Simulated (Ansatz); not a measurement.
# SiC5N8: the band gap up the ladder of functionals

One table from this session's results is given with a row withheld; the runs are named, their logs left out.

The runs shown are made with Ansatz 0.2.0. PAW datasets, plane waves. No spin polarisation. The prototype was imposed, so other structures may be more stable.

### The system as given

The cell was relaxed beforehand with r2SCAN.

It is monoclinic, Pm (No. 6); conventional cell a = 6.555 Å, b = 2.493 Å, c = 6.647 Å, β = 118.8°, 6.80 Å³ an atom. Si has 4 N at 1.62–1.67 Å; C has 4 N at 1.39–1.49 Å; C has 4 N at 1.46–1.47 Å; C has 4 N at 1.44–1.51 Å; C has 4 N at 1.47–1.56 Å.

As a file:

```cif
data_structure
_symmetry_space_group_name_H-M 'P 1'
_symmetry_Int_Tables_number 1
_cell_length_a 6.5550
_cell_length_b 2.4927
_cell_length_c 6.6467
_cell_angle_alpha 90.000
_cell_angle_beta 118.758
_cell_angle_gamma 90.000
_cell_volume 95.21
loop_
_atom_site_label
_atom_site_type_symbol
_atom_site_fract_x
_atom_site_fract_y
_atom_site_fract_z
_atom_site_occupancy
Si1 Si 0.60200 0.50000 0.82976 1
C1 C 0.83008 0.00000 0.24220 1
C2 C 0.77170 0.00000 0.57511 1
C3 C 0.21608 0.50000 0.40213 1
C4 C 0.16583 0.50000 0.76654 1
C5 C 0.40290 0.00000 0.17542 1
N1 N 0.31402 0.50000 0.65668 1
N2 N 0.66442 0.00000 0.32521 1
N3 N 0.69844 0.50000 0.63802 1
N4 N 0.71667 0.00000 0.00365 1
N5 N 0.02679 0.00000 0.71140 1
N6 N 0.97029 0.50000 0.32393 1
N7 N 0.28376 0.00000 0.32055 1
N8 N 0.33701 0.50000 0.02938 1
```

The first run:

input.yaml

```yaml
crystal:
  lattice:
    - [6.5548245967, 0.0, 0.0454784998]
    - [0.0, 2.4926927845, 0.0]
    - [-3.2382126869, 0.0, 5.8045747989]
  atoms:
    - { symbol: Si, position: [0.6019989768, 0.5, 0.8297630272] }
    - { symbol: C, position: [0.8300842686, 0.0, 0.242200841] }
    - { symbol: C, position: [0.7717004724, 0.0, 0.575109209] }
    - { symbol: C, position: [0.2160777045, 0.5, 0.4021323133] }
    - { symbol: C, position: [0.1658257722, 0.5, 0.7665413768] }
    - { symbol: C, position: [0.4028979489, 0.0, 0.1754223596] }
    - { symbol: "N", position: [0.3140185913, 0.5, 0.6566837232] }
    - { symbol: "N", position: [0.6644247265, 0.0, 0.3252135982] }
    - { symbol: "N", position: [0.6984415494, 0.5, 0.6380182082] }
    - { symbol: "N", position: [0.7166726794, 0.0, 1.0036527668] }
    - { symbol: "N", position: [0.0267889066, 0.0, 0.7114006596] }
    - { symbol: "N", position: [0.9702943275, 0.5, 0.3239276324] }
    - { symbol: "N", position: [0.2837609526, 0.0, 0.3205519412] }
    - { symbol: "N", position: [0.3370131234, 0.5, 0.0293823434] }
kpoints:
  mp_grid: { grid: [4, 10, 4] }
  band_path:
    path:
      - [0.0, 0.0, 0.0]
      - [3.468331992159e-35, 0.5, -2.898171067246e-18]
      - [7.812064649906e-19, 0.5, 0.5]
      - [7.812064649906e-19, -1.540564678971e-34, 0.5]
      - [0.0, 0.0, 0.0]
      - [-0.5, 1.24645470295e-19, 0.5]
      - [-0.5, 0.5, 0.5]
      - [3.468331992159e-35, 0.5, -2.898171067246e-18]
      - [-0.5, 0.5, 2.071022643923e-17]
      - [-0.5, 1.24645470295e-19, 2.071022643923e-17]
      - [0.0, 0.0, 0.0]
    npoints: 10
hamiltonian:
  xc: pbe
scf:
  occupations: { method: fermi_dirac, width: 0.02 }
  n_extra_bands: 7
output:
  forces: true
  stress: true
  eigenvalues: true
```

Among the steps run: PBE band path; r2SCAN; HSE06; Single point with PBE0.

One of the session's tables, all rows but one given; the rest of the session is left out.

| level | gap (eV) |
| --- | --- |
| PBE | ? |
| r2SCAN | 3.31 |
| HSE06 | 4.28 |
| PBE0 | 5.06 |

Q: Estimate the row for PBE from the others.

The run gave: gap (eV): 2.81. In the column «gap (eV)» it is the lowest.

Meshes: PBE 4×10×4, r2SCAN 4×10×4, HSE06 4×6×4, PBE0 4×6×4

What this shows: PBE gives the least gap, 2.81 eV, and PBE0 the largest, 5.06 eV. PBE reaches 66 % of the HSE06 value, and r2SCAN 77 %. PBE0 lies 0.77 eV above HSE06, which differs from it by screening the long-range exchange.

Limits of these values: Warnings in the runs' records: stress scf threshold loose, stress exchange threshold loose.
